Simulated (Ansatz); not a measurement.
# BCl2H: the cost of one run

Program: Ansatz 0.2.0, Gaussian basis. Level of theory: PBE0-D4/def2-TZVP structures, single points in def2-TZVPP, no counterpoise correction. These are calculated values, not measurements.

Levels: SPW92, PBE-D4, BLYP-D4, r2SCAN-D4, B97M-V, PBE0-D4, B3LYP-D4, r2SCAN0-D4, BHLYP-D4, CAM-B3LYP-D4, wB97X-V, wB97M-V, B2PLYP, PBE-QIDH, RPA on PBE, Hartree-Fock, MP2, CCSD, CCSD(T).

Cores are frozen in the correlated methods. B3LYP uses VWN-RPA correlation. B2PLYP carries no dispersion term here.

94 further runs of the same task are left out: 94 set aside as unsound or not needed. Runs told in other sessions of the task aren't counted.

### Step 1. Starting geometry

The complex: 10 atoms, charge 0, spin multiplicity 1.

Atoms are counted from 1 here; the program's logs count them from 0.

Bond lengths: B1–H2 1.195 Å, B1–Cl3 1.834 Å, B1–Cl4 1.810 Å, B1–O6 1.618 Å, H5–O6 0.966 Å, O6–C7 1.448 Å, C7–H8 1.088 Å, C7–H9 1.089 Å, C7–H10 1.085 Å. Angles: H2–B1–Cl3 112.6°, H2–B1–Cl4 114.7°, H2–B1–O6 102.5°, Cl3–B1–Cl4 114.5°, Cl3–B1–O6 105.5°, Cl4–B1–O6 105.6°, B1–O6–H5 106.1°, B1–O6–C7 119.3°, H5–O6–C7 109.9°, O6–C7–H8 107.6°, O6–C7–H9 109.7°, O6–C7–H10 105.9°, H8–C7–H9 112.0°, H8–C7–H10 110.8°, H9–C7–H10 110.5°.

Coordinates:

```xyz
10

B    -1.3045    0.3339   -0.0120
H    -2.1359    0.1236    0.8207
Cl   -1.5353   -0.6919   -1.5142
Cl   -0.9889    2.0857   -0.3402
H    -0.1426   -1.1434    0.9295
O     0.0419   -0.2257    0.6897
C     1.2994   -0.1461   -0.0240
H     2.0724   -0.5545    0.6236
H     1.2244   -0.6916   -0.9636
H     1.4693    0.9098   -0.2095
```

Its parts: BHCl₂ holds atoms 1, 2, 3, 4; CH₄O holds atoms 5, 6, 7, 8, 9, 10. Each part counts its atoms afresh in its own runs.

### Step 2. Relaxing BHCl₂ alone

Contents of relax-a/in.yaml:

```yaml
crystal:
  periodic: [false, false, false]
  atoms:
    - {symbol: B, position_ang: [-1.304456, 0.333933, -0.011999]}
    - {symbol: H, position_ang: [-2.135924, 0.123643, 0.820723]}
    - {symbol: Cl, position_ang: [-1.535259, -0.691867, -1.514167]}
    - {symbol: Cl, position_ang: [-0.988946, 2.085719, -0.340229]}
basis:
  gaussian: {orbitals: def2-TZVP}
hamiltonian: {xc: pbe0, dispersion: d4}
relax: {f_tol: 0.005, max_steps: 200}
```

Launch:

```bash
$ ansatz run in.yaml --threads 4 --pin off --events-out ev --progress --plain --max-ram 9574MiB
```

**Question.** How long does this run take on 4 threads of Arm Neoverse V1, shared host?

About 6 s.
